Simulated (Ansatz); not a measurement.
Crystal: NaLaMnMoO6.

```
Na La Mn Mo O
1.0
     5.43212   -0.01130   -0.00034
     2.44365    4.93484   -0.01855
     0.10940    2.68471    5.04562
Na La Mn Mo O
1 1 1 1 6
Direct
  0.69740 0.05972 0.73638
  0.41072 0.51412 0.00994
  0.92147 0.57866 0.41655
  0.21633 0.97870 0.33337
  0.56869 0.61375 0.56391
  0.40995 0.05114 0.05764
  0.31236 0.21070 0.45135
  0.04288 0.86047 0.12140
  0.05836 0.76646 0.60633
  0.86183 0.36628 0.20313
```

The cell was built by a generator and needn't be a form met in nature.

Program: Ansatz 0.2.0. Alike in all runs: spin collinear, ferromagnetic start; cell as given; smearing fermi-dirac 0.05 eV.

**Question.** Order these runs on this cell by their band gap on the k mesh, lowest first.
A. level PBE+U; potentials or basis Ansatz PAW; U La f U = 4 eV, Mn d U = 4 eV, Mo d U = 4 eV; k mesh 6 × 6 × 5; cutoff (eV) 420; hubbard projectors ortho-atomic (the default); double counting fll (the default); mesh quality not flagged
B. level r2SCAN; potentials or basis Ansatz PAW; k mesh 6 × 6 × 5; cutoff (eV) 500; points for each segment of the path 10; mesh quality not flagged
C. level r2SCANh; potentials or basis Ansatz PAW; k mesh 3 × 3 × 3; cutoff (eV) 500; mesh quality coarse
D. level PBE; potentials or basis JTH PAW; k mesh 6 × 6 × 5; cutoff (eV) 1800; mesh quality not flagged
E. level B3LYP; potentials or basis Ansatz PAW; k mesh 3 × 3 × 3; cutoff (eV) 420; mesh quality coarse

**Answer.** D (0.17 eV), B (0.36 eV), A (0.87 eV), C (1.19 eV), E (1.79 eV).

Caveats: some runs use coarse meshes; spin-orbit coupling is left out, which moves the levels of the heavy elements; a cell with one magnetic atom can't hold antiferromagnetic order, which such compounds often take; the magnetic or orbital state may not be the lowest (some runs); odd divisions of the mesh miss points on the zone boundary, where band edges often lie, so the gap on the mesh can be too wide (some runs); the density of states is complete only up to the lowest level of the last band computed (some runs).

A k mesh can miss the band edges.

Not every run made on this cell is shown here.
